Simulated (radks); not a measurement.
# Fractional charge and spin in the 6s shell of samarium

Aim: the energy as the spin-up occupation of 6s runs from 0 to 1 and the spin-down one from 0 to 1, against the two flat planes that join the four corners. Added charge counts from the emptiest corner (up 0, down 0).

The numbers are computed with radks (a radial shooting solver on a logarithmic mesh, Libxc functionals) version 1 (scalar-relativistic Kohn-Sham, PBE, spin-polarised, spherical densities, point nucleus), except any that are marked as measured or tabulated.

## Step 1: What is computed

- element: samarium (Z = 62)
- configuration: [Xe] 4f(up 3, down 3) 6s(up 1, down 1)

A shell typed twice in an input gives spin up, then spin down.

## Step 2: 6s: up 1, down 1

The run's settings:

```text
Z 62
configuration [Xe] 4f3 4f3 6s1 6s1
relativity scalar-relativistic
functional pbe,pbe
spin polarised
nucleus point
c 137.035999084
```

## Step 3: 6s: up 1, down 0.75

The run's settings:

```text
Z 62
configuration [Xe] 4f3 4f3 6s1 6s0.75
relativity scalar-relativistic
functional pbe,pbe
spin polarised
nucleus point
c 137.035999084
```

## Step 4: 6s: up 1, down 0.5

The run's settings:

```text
Z 62
configuration [Xe] 4f3 4f3 6s1 6s0.5
relativity scalar-relativistic
functional pbe,pbe
spin polarised
nucleus point
c 137.035999084
```

## Step 5: 6s: up 1, down 0.25

The run's settings:

```text
Z 62
configuration [Xe] 4f3 4f3 6s1 6s0.25
relativity scalar-relativistic
functional pbe,pbe
spin polarised
nucleus point
c 137.035999084
```

## Step 6: 6s: up 1, down 0

The run's settings:

```text
Z 62
configuration [Xe] 4f3 4f3 6s1 6s0
relativity scalar-relativistic
functional pbe,pbe
spin polarised
nucleus point
c 137.035999084
```

## Step 7: 6s: up 0.75, down 0.75

The run's settings:

```text
Z 62
configuration [Xe] 4f3 4f3 6s0.75 6s0.75
relativity scalar-relativistic
functional pbe,pbe
spin polarised
nucleus point
c 137.035999084
```

## Step 8: 6s: up 0.75, down 0.5

The run's settings:

```text
Z 62
configuration [Xe] 4f3 4f3 6s0.75 6s0.5
relativity scalar-relativistic
functional pbe,pbe
spin polarised
nucleus point
c 137.035999084
```

## Step 9: 6s: up 0.75, down 0.25

The run's settings:

```text
Z 62
configuration [Xe] 4f3 4f3 6s0.75 6s0.25
relativity scalar-relativistic
functional pbe,pbe
spin polarised
nucleus point
c 137.035999084
```

## Step 10: 6s: up 0.75, down 0

The run's settings:

```text
Z 62
configuration [Xe] 4f3 4f3 6s0.75 6s0
relativity scalar-relativistic
functional pbe,pbe
spin polarised
nucleus point
c 137.035999084
```

## Step 11: 6s: up 0.5, down 0.5

The run's settings:

```text
Z 62
configuration [Xe] 4f3 4f3 6s0.5 6s0.5
relativity scalar-relativistic
functional pbe,pbe
spin polarised
nucleus point
c 137.035999084
```

## Step 12: 6s: up 0.5, down 0.25

The run's settings:

```text
Z 62
configuration [Xe] 4f3 4f3 6s0.5 6s0.25
relativity scalar-relativistic
functional pbe,pbe
spin polarised
nucleus point
c 137.035999084
```

## Step 13: 6s: up 0.5, down 0

The run's settings:

```text
Z 62
configuration [Xe] 4f3 4f3 6s0.5 6s0
relativity scalar-relativistic
functional pbe,pbe
spin polarised
nucleus point
c 137.035999084
```

## Step 14: 6s: up 0.25, down 0.25

The run's settings:

```text
Z 62
configuration [Xe] 4f3 4f3 6s0.25 6s0.25
relativity scalar-relativistic
functional pbe,pbe
spin polarised
nucleus point
c 137.035999084
```

## Step 15: 6s: up 0.25, down 0

The run's settings:

```text
Z 62
configuration [Xe] 4f3 4f3 6s0.25 6s0
relativity scalar-relativistic
functional pbe,pbe
spin polarised
nucleus point
c 137.035999084
```

## Step 16: 6s: up 0, down 0

The run's settings:

```text
Z 62
configuration [Xe] 4f3 4f3 6s0 6s0
relativity scalar-relativistic
functional pbe,pbe
spin polarised
nucleus point
c 137.035999084
```

Q: Predict the outcome of this session. Wanted: for each run, down \ up; 0; 0.25; 0.5; 0.75; 1.

**Answer**, as computed:

| down \ up | 0 | 0.25 | 0.5 | 0.75 | 1 |
| --- | --- | --- | --- | --- | --- |
| 0 | 0.000 | -0.487 | -0.644 | -0.478 | 0.000 |
| 0.25 | -0.487 | -0.594 | -0.386 | 0.131 | -0.421 |
| 0.5 | -0.644 | -0.386 | 0.174 | -0.338 | -0.558 |
| 0.75 | -0.478 | 0.131 | -0.338 | -0.518 | -0.415 |
| 1 | 0.000 | -0.421 | -0.558 | -0.415 | 0.000 |

What this shows: The table gives the energy in eV minus the planes, whose edge runs along up + down = one added electron; mirror points follow by spin symmetry. With half an added electron in each spin it lies 0.17 eV above the planes. With half an electron added in spin up alone it lies 0.64 eV below them. The planes are only a guide here: the condition holds for ground states with one frontier orbital, and this shell lies below others.
